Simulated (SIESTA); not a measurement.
Cu3O2 under changes of volume

One of the cells (12.027 Å³/atom); the others are scaled copies at fixed shape and fractional positions:

```
Cu O
1.0
    -2.02298    2.02298    3.67362
     2.02298   -2.02298    3.67362
     2.02298    2.02298   -3.67362
Cu O
3 2
Direct
  0.00000 0.00000 0.00000
  0.75000 0.25000 0.50000
  0.25000 0.75000 0.50000
  0.50000 0.00000 0.50000
  0.00000 0.50000 0.50000
```

The cell comes from a database or a generator and needn't be the stable form of this composition.

```yaml
Program: SIESTA 5.4.2
Functional: LDA
Potentials_or_basis: PseudoDojo 0.4 standard (LDA files)
Basis: DZP (energy shift 0.003 Ry; two zetas on semicore shells)
Grid_cutoff: 800 Ry
Energy_shift: 0.003 Ry
k_mesh: 7 × 7 × 7
Occupations: fermi-dirac, width 0.05 eV
Spin: no spin polarisation
```

| volume (Å³/atom) | energy over the lowest point (meV/atom) | pressure (GPa) |
| --- | --- | --- |
| 11.306 | 0.00 | -2.0 |
| 11.546 | 5.39 | -5.1 |
| 11.787 | 15.20 | -7.9 |
| 12.027 | 28.95 | -10.3 |
| 12.268 | 46.15 | -12.5 |
| 12.508 | ? | ? |
| 12.749 | 89.28 | -16.1 |

Question: What does the run at 12.508 Å³/atom give?

Answer: Energy over the lowest point 66.34 meV/atom; pressure -14.4 GPa.

Worked out: A Birch-Murnaghan fit of order 3 (a polynomial in V^(-2/3)) to the other rows has its minimum at 11.17 Å³/atom, just outside them, with B0 = V·E''(V) = 167 GPa and B' = 4.9 at fixed shape and positions, which overstates the stiffness. It gives 66.34 meV/atom at 12.508 Å³/atom, against the run's 66.34, and -dE/dV = -14.4 GPa, against -14.4.

Energies are extrapolated to zero smearing.

Caveats: short orbitals over semicore shells can move pressures by several GPa; the basis of atomic orbitals isn't converged, which shifts pressures, moduli and gaps; an odd number of electrons without spin polarisation forces a metal; a magnetic or distorted state may lie lower; the run has no spin polarisation, though such a crystal can be magnetic.
